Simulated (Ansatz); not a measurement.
# Ni3Hg (Pm-3m) in Ansatz: reference runs

How does Ni3Hg come out in PBE? The cell is run as given and disturbed.

Program: Ansatz 0.2.0. These are calculated values, not measurements. Logs are shortened: lines on timing, memory, paths and dates and some standing lists are left out, and cuts for length are marked.

## (1) The crystal as given

It takes space group Pm-3m (No. 221, cubic). Conventional cell: a = 3.745 Å, b = 3.745 Å, c = 3.745 Å, α = 90.00°, β = 90.00°, γ = 90.00°. Hg (site symmetry m-3m) is surrounded by 12 Ni at 2.65 Å. Ni (site symmetry 4/mmm) is surrounded by 4 Hg at 2.65 Å and 8 Ni at 2.65 Å.

The cell comes from a database or a generator and needn't be the stable form of this composition.

## (2) Single point, PBE, collinear spin, ferromagnetic start

Contents of input.yaml:

```yaml
crystal:
  lattice:
    - [3.744911, 0.0, 0.0]
    - [0.0, 3.744911, 0.0]
    - [0.0, 0.0, 3.744911]
  atoms:
    - { symbol: Hg, position: [0.0, 0.0, 0.0] }
    - { symbol: Ni, position: [0.5, 0.5, 0.0], spin: 1.0 }
    - { symbol: Ni, position: [0.5, 0.0, 0.5], spin: 1.0 }
    - { symbol: Ni, position: [0.0, 0.5, 0.5], spin: 1.0 }
hamiltonian:
  xc: pbe
  pseudopotentials: { kind: paw }
magnetization:
  spin_polarized: true
kpoints:
  mp_grid: { grid: [7, 7, 7] }
scf:
  occupations: { method: fermi_dirac, width: 0.05 }
output:
  forces: true
  stress: true
  eigenvalues: true
```

Potentials or basis: Ansatz PAW.

Run with:

```
> ansatz run input.yaml --threads 2 --pin off --max-ram 5120MiB --backend cpu --events-out ev --progress --plain --runs-dir out
```

Standard output:

```text
Warning: RAYON_NUM_THREADS=2 ignored (pool sized by the plan → 2); use --threads N
Engine: ansatz 0.2.0, x86_64-unknown-linux-gnu
Pseudopotentials: kind: paw
Pseudopotential: Hg, paw, valence charge 20, recommended cutoff 420 eV (normal), Hg.paw.azcp
Pseudopotential: Ni, paw, valence charge 18, recommended cutoff 420 eV (normal), Ni.paw.azcp
Functional definition: PBE
  parameter kappa = 0.804
  parameter beta = 0.06672455060314922
  exchange = pbe_x(kappa = kappa, mu = beta*pi^2/3)
  correlation = pbe_c(beta = beta)
Crystal: 4 atoms, lattice volume = 52.520 Å³
Basis set: ecut = 420 eV, 1021 PW (Γ), exchange–correlation on 54×54×54 points (8 copies of the dense FFT grid, shifted against one another)
Bands: 47, of which v1, the nominal top of the filled ones, is band 37 counted from 1 (36 counted from 0)
Symmetry: 48 space group operations
Space group: Pm-3m (ITA 221), of the structure as read, at distance tolerance 3.7e-5 Å
Magnetic group: BNS 221.92 (UNI 1594), of the structure as read, at distance tolerance 3.7e-5 Å
k-points: 20 of 343
Non-local potential: Hg, projectors of the file, l = 0: 3, l = 1: 2, l = 2: 2, l = 3: 1
Non-local potential: Ni, projectors of the file, l = 0: 3, l = 1: 2, l = 2: 3, l = 3: 1
PAW form: soft (Blöchl's): semilocal exchange-correlation on the pseudo side does not see the compensation charge
PAW one-centre angular grid: Hg, 590 points (default); XC on 64 Gauss nodes
PAW one-centre angular grid: Ni, 590 points (default); XC on 64 Gauss nodes
Initial density: superposition of atomic densities (chi_scale 0.1, normalization cell)
Starting moments: Σ|m| = 3 μB on 3 of 4 sites
Initial wavefunctions: pseudopotential atomic-orbital guess
Functional: x = pbe(κ = 0.804, μ = 0.2195149727645171), c = pbe(β = 0.06672455060314922)
SCF iter   1: F=—  HF=-31328.211176 eV  |F-HF|=—  |Δ(HF+E_count)|=         —  Δρ=6.81e-2 (↑4.25e-2 ↓6.81e-2)  dr2=4.87e0  dr2_m=8.88e-1  M=1.570 μB ∫|m|=1.727 μB  β_m=0.30  ethr=3.10e-3  ⟨swp⟩=5.0  Hψ=6035  notcnv=0  defer=12
Mixer restart at iter 1: flushing history
preconditioner: auto → Kerker (q_TF=auto, 2.889 Å⁻¹)  [metal: Δε(μ)=0.020 eV  Ē_g=9.924 eV  σ=0.050 eV  W_gap=0.10  n_scr=18 (ndim 8)  ℏωp=33.2 eV  f_vac=0.000  D(μ)=5.35/eV (n_scr^D=80)]
spin=Collinear: Kerker preconditioning applied to the charge; magnetization (m = ρ↑ − ρ↓) channel mixes plain (no charge-response kernel on spin).
SCF iter   2: F=—  HF=-31329.687465 eV  |F-HF|=—  |Δ(HF+E_count)|=    1.48e0  Δρ=5.65e-2 (↑2.82e-2 ↓5.65e-2)  dr2=3.04e0  dr2_m=5.62e-1  M=1.475 μB ∫|m|=1.630 μB  β_m=0.65  ethr=3.10e-3  ⟨swp⟩=2.0  Hψ=2452  notcnv=0  defer=103
SCF iter   3: F=—  HF=-31331.949229 eV  |F-HF|=—  |Δ(HF+E_count)|=    2.26e0  Δρ=1.77e-2 (↑1.77e-2 ↓1.05e-2)  dr2=2.06e-1  dr2_m=3.46e-2  M=1.083 μB ∫|m|=1.257 μB  β_m=0.73  ethr=3.10e-3  ⟨swp⟩=3.0  Hψ=3338  notcnv=0  defer=103
SCF iter   4: F=—  HF=-31331.891267 eV  |F-HF|=—  |Δ(HF+E_count)|=   5.80e-2  Δρ=1.70e-2 (↑1.09e-2 ↓1.70e-2)  dr2=3.58e-1  dr2_m=4.88e-3  M=1.039 μB ∫|m|=1.202 μB  β_m=0.73  ethr=2.79e-4  ⟨swp⟩=3.0  Hψ=3977  notcnv=0  defer=111
SCF iter   5: F=—  HF=-31331.777914 eV  |F-HF|=—  |Δ(HF+E_count)|=   1.13e-1  Δρ=1.58e-2 (↑7.25e-3 ↓1.58e-2)  dr2=1.42e-1  dr2_m=1.04e-2  M=1.087 μB ∫|m|=1.248 μB  β_m=0.86  ethr=2.79e-4  ⟨swp⟩=3.1  Hψ=3350  notcnv=0  defer=106
SCF iter   6: F=—  HF=-31331.806200 eV  |F-HF|=—  |Δ(HF+E_count)|=   2.83e-2  Δρ=4.21e-3 (↑3.50e-3 ↓4.21e-3)  dr2=1.54e-2  dr2_m=8.73e-5  M=1.105 μB ∫|m|=1.271 μB  β_m=0.93  ethr=1.91e-4  ⟨swp⟩=2.0  Hψ=2648  notcnv=0  defer=103
SCF iter   7: F=—  HF=-31331.808453 eV  |F-HF|=—  |Δ(HF+E_count)|=   2.25e-3  Δρ=9.43e-4 (↑7.93e-4 ↓9.43e-4)  dr2=9.66e-4  dr2_m=5.10e-6  M=1.113 μB ∫|m|=1.280 μB  β_m=0.97  ethr=2.09e-5  ⟨swp⟩=2.0  Hψ=2976  notcnv=0  defer=102
SCF iter   8: F=—  HF=-31331.808437 eV  |F-HF|=—  |Δ(HF+E_count)|=   1.60e-5  Δρ=3.00e-4 (↑1.05e-4 ↓3.00e-4)  dr2=6.13e-5  dr2_m=6.16e-6  M=1.114 μB ∫|m|=1.282 μB  β_m=0.98  ethr=1.31e-6  ⟨swp⟩=2.0  Hψ=2462  notcnv=0  defer=102
SCF iter   9: F=—  HF=-31331.808437 eV  |F-HF|=—  |Δ(HF+E_count)|=   4.05e-8  Δρ=3.31e-5 (↑2.74e-5 ↓3.31e-5)  dr2=1.41e-6  dr2_m=1.22e-7  M=1.115 μB ∫|m|=1.283 μB  β_m=0.99  ethr=8.29e-8  ⟨swp⟩=2.0  Hψ=2530  notcnv=0  defer=102
SCF iter  10: F=—  HF=-31331.808437 eV  |F-HF|=—  |Δ(HF+E_count)|=   4.24e-7  Δρ=2.82e-5 (↑1.25e-5 ↓2.82e-5)  dr2=5.39e-7  dr2_m=3.58e-8  M=1.115 μB ∫|m|=1.283 μB  β_m=1.00  ethr=1.90e-9  ⟨swp⟩=2.1  Hψ=3211  notcnv=0  defer=102
SCF iter  11: F=—  HF=-31331.808437 eV  |F-HF|=—  |Δ(HF+E_count)|=   1.31e-7  Δρ=6.83e-6 (↑2.38e-6 ↓6.83e-6)  dr2=3.06e-8  dr2_m=3.38e-9  M=1.115 μB ∫|m|=1.283 μB  β_m=1.00  ethr=7.29e-10  ⟨swp⟩=2.0  Hψ=2377  notcnv=0  defer=102
SCF iter  12: F=-31331.808437 eV  HF=-31331.808437 eV  |F-HF|=1.58e-9  |Δ(HF+E_count)|=   1.36e-9  Δρ=1.39e-6 (↑9.24e-7 ↓1.39e-6)  dr2=1.95e-9  dr2_m=3.29e-11  M=1.115 μB ∫|m|=1.283 μB  ethr=4.13e-11  ⟨swp⟩=8.3  Hψ=7561  notcnv=0
SCF 1 converged in 12 iterations: F = -31331.808437 eV  dr2 = 1.95e-9
SCF converged after 12 iterations
Magnetization: 1.1151 μB (37.5576 up, 36.4424 down)
Absolute magnetization: 1.2845 μB (∫|ρ↑−ρ↓|, with the PAW one-centre terms)
Spin contamination: 0.0128 ħ² per cell (⟨S²⟩ above its minimum at these occupations)
Per-site moments (μB) at R_I (Å): [(-0.0039003134214559143, 1.0923214347540393), (0.39551826462115963, 1.0923214347540393), (0.39551826462115935, 1.0923214347540393), (0.3955182646211589, 1.0923214347540393)]
Free energy (F): -31331.808437 eV
Harris-Foulkes:  -31331.808437 eV  (|F-HF|=1.58e-9)
Internal energy: -31331.772867 eV  (E = F + TS)
E sigma→0 (E₀):  -31331.790652 eV
Entropy (-TS):   -0.035571 eV (-8.893 meV/atom)
Fermi energy:    18.181228 eV
--- Per-component energies (eV) ---
  E_band       = -1159.028837
  E_kinetic    = 1453.804896
  E_local      = -12780.300749  (includes V_loc(G=0)·N_el)
  E_nonlocal   = 1993.124750
  E_hartree    = 5401.987415
  E_xc         = -474.139191
  E_vxc        = -589.575285  (∫ρ·V_xc dr)
  E_paw        = -14845.949733  (= ΣΔE_a)
  E_vpaw       = -2040.064449  (= ΣTr[D̂ρ^β])
  E_aug_tail   = 0.002281  (compensation charges beyond the density's cutoff)
  E_ewald      = -12080.302535
  E_smearing   = -0.035571  (= −TS)
  E_closure    = -0.000000  (closes the sum)
  Σ components = -31331.808437   (vs F -31331.808437, Δ=0.00e0)
--- Forces (eV/Å), atoms counted from 1 ---
  atom   1  Hg     0.00000000     0.00000000    -0.00000000
  atom   2  Ni     0.00000000     0.00000000     0.00000000
  atom   3  Ni     0.00000000    -0.00000000    -0.00000000
  atom   4  Ni     0.00000000     0.00000000     0.00000000
  max |Σ_I F_I| component: 1.34e-28 eV/Å
--- Stress (GPa, compression-positive) ---
        0.970179       0.000000       0.000000
        0.000000       0.970179       0.000000
        0.000000       0.000000       0.970179
  P = ⅓ Tr σ = 0.9702 GPa (9.702 kbar)
--- Band table (eV; the first three rows and the last of 40) ---
  k-point 0 ↑: bands = ["-97.1441", "-84.7865", "-84.7723", "-84.7723", "-45.5871", "-45.5871", "-45.5871", "-45.2282", "-45.2282", "-45.2282", "-45.1656", "-45.1656", "-45.1656", "-45.1444", "-45.1444", "-45.1444", "8.4339", "9.9927", "9.9927", "10.5899", "10.5899", "10.5899", "14.3901", "15.7369", "15.7369", "15.7369", "16.3361", "16.3361", "17.4202", "17.4202", "17.4202", "17.6334", "17.6334", "17.8176", "17.9173", "17.9173", "17.9173", "19.5566", "19.5566", "19.5566", "24.3544", "26.1335", "26.1335", "29.7203", "29.7203", "29.7203", "30.9682"]
  k-point 1 ↑: bands = ["-97.1441", "-84.7859", "-84.7729", "-84.7723", "-45.5858", "-45.5858", "-45.5851", "-45.2273", "-45.2273", "-45.2261", "-45.1660", "-45.1660", "-45.1657", "-45.1492", "-45.1462", "-45.1462", "8.6720", "10.0398", "10.1050", "10.6039", "10.6039", "10.6090", "14.4374", "15.7084", "15.7618", "15.7618", "16.1508", "16.3857", "17.0814", "17.0814", "17.4116", "17.5233", "17.6039", "17.6758", "17.6758", "17.7477", "17.9175", "18.4265", "20.3310", "20.3310", "24.8122", "26.1470", "27.3694", "29.1955", "29.2979", "29.2979", "29.8811"]
  k-point 2 ↑: bands = ["-97.1441", "-84.7842", "-84.7746", "-84.7723", "-45.5828", "-45.5828", "-45.5805", "-45.2253", "-45.2253", "-45.2201", "-45.1663", "-45.1663", "-45.1660", "-45.1615", "-45.1511", "-45.1511", "9.2851", "10.1486", "10.4750", "10.6365", "10.6365", "10.6530", "14.3010", "15.4244", "15.6425", "15.7754", "15.7754", "16.5295", "16.5988", "16.5988", "16.9844", "17.3539", "17.3539", "17.3934", "17.4166", "17.4560", "17.6337", "17.9179", "21.8273", "21.8273", "25.1835", "26.1989", "27.6251", "27.6251", "28.0411", "28.2466", "30.5443"]
  k-point 19 ↓: bands = ["-97.1423", "-84.2933", "-84.2926", "-84.2926", "-45.5816", "-45.5816", "-45.5806", "-44.7508", "-44.7487", "-44.7487", "-44.7438", "-44.6964", "-44.6964", "-44.6960", "-44.6535", "-44.6535", "10.0898", "10.1070", "10.1070", "11.1412", "11.1412", "12.7082", "15.4733", "15.8553", "15.8553", "16.5450", "16.5778", "16.5778", "16.7888", "16.8215", "16.8215", "17.1699", "17.7333", "17.7333", "17.8829", "17.8829", "18.3062", "18.4628", "18.5764", "18.5764", "21.3583", "23.1610", "23.1610", "23.8989", "35.5884", "35.5884", "36.1939"]
```

Run time: 9.3 s. Hardware: 2 threads of Intel Xeon at 2.50GHz (Skylake/Cascade Lake), shared host; peak memory 0.45 GiB.

Results:

| Item | Value |
| --- | --- |
| Free energy | -31331.8084 eV |
| Pressure | 1.0 GPa |
| Band gap on the k mesh | none (metal or under the smearing width) |
| Net moment | 1.12 μB per cell |
| Absolute moment | 1.28 μB per cell |
| Site moments | Hg -0.00; Ni +0.40 μB |

Levels at points of the mesh, in eV from the Fermi level:
Spin up:
```tsv
k point	band 33	band 34	band 35	band 36	band 37	band 38	band 39	band 40	band 41	band 42
(0.00, 0.00, 0.00)	-0.55	-0.36	-0.26	-0.26	-0.26	1.38	1.38	1.38	6.17	7.95
```
Spin down:
```
           k point  band 32  band 33  band 34  band 35  band 36  band 37  band 38  band 39  band 40  band 41
(0.00, 0.00, 0.00)    -0.25    -0.25     0.04     0.31     0.31     0.31     1.35     1.35     1.35     6.28
```

## (3) Single point, PBE, collinear spin, ferromagnetic start (atoms moved at random, drawn with an rms of 0.05 Å)

Contents of input.yaml:

```yaml
crystal:
  lattice:
    - [3.744911, 0.0, 0.0]
    - [0.0, 3.744911, 0.0]
    - [0.0, 0.0, 3.744911]
  atoms:
    - { symbol: Hg, position: [-0.004612, -0.007237, 0.007686] }
    - { symbol: Ni, position: [0.488256, 0.505611, -0.003465], spin: 1.0 }
    - { symbol: Ni, position: [0.4957, 0.006168, 0.491652], spin: 1.0 }
    - { symbol: Ni, position: [-0.000486, 0.51194, 0.491671], spin: 1.0 }
hamiltonian:
  xc: pbe
  pseudopotentials: { kind: paw }
magnetization:
  spin_polarized: true
kpoints:
  mp_grid: { grid: [7, 7, 7] }
scf:
  occupations: { method: fermi_dirac, width: 0.05 }
output:
  forces: true
  stress: true
  eigenvalues: true
  write_density: true
  write_potential: true
  elf: true
  volumetric_format: npy
```

Potentials or basis: Ansatz PAW.

Run with:

```
> ansatz run input.yaml --threads 2 --pin off --max-ram 5120MiB --backend cpu --events-out ev --progress --plain --runs-dir out
```

Wall time 2.4 min (2 threads of Intel Xeon at 2.50GHz (Skylake/Cascade Lake), shared host); peak memory 0.83 GiB.

Results (log left out):

| Item | Value |
| --- | --- |
| Free energy | -31331.7612 eV |
| Pressure | 1.5 GPa |
| Largest force | 0.984 eV/Å |
| Band gap on the k mesh | none (metal or under the smearing width) |
| Net moment | 1.11 μB per cell |
| Absolute moment | 1.28 μB per cell |
| Site moments | Hg -0.00; Ni +0.40, +0.39 μB |

Forces on the atoms (eV/Å):
```
Hg  -0.164  0.682 -0.689
Ni   0.246 -0.273 -0.098
Ni   0.010  0.072  0.387
Ni  -0.093 -0.482  0.400
```

Stress tensor (GPa, compression positive):
```
 1.41 -0.14 -0.04
-0.14  1.50 -0.37
-0.04 -0.37  1.57
```

Levels at points of the mesh, in eV from the Fermi level:
Spin up:
```csv
k point,band 35,band 36,band 37,band 38,band 39,band 40,band 41,band 42
"(0.00, 0.00, 0.00)",-0.27,-0.26,-0.26,1.38,1.39,1.40,6.17,7.94
```
Spin down:
```
           k point  band 32  band 33  band 34  band 35  band 36  band 37  band 38  band 39  band 40  band 41
(0.00, 0.00, 0.00)    -0.26    -0.25     0.04     0.31     0.31     0.31     1.36     1.37     1.38     6.28
```
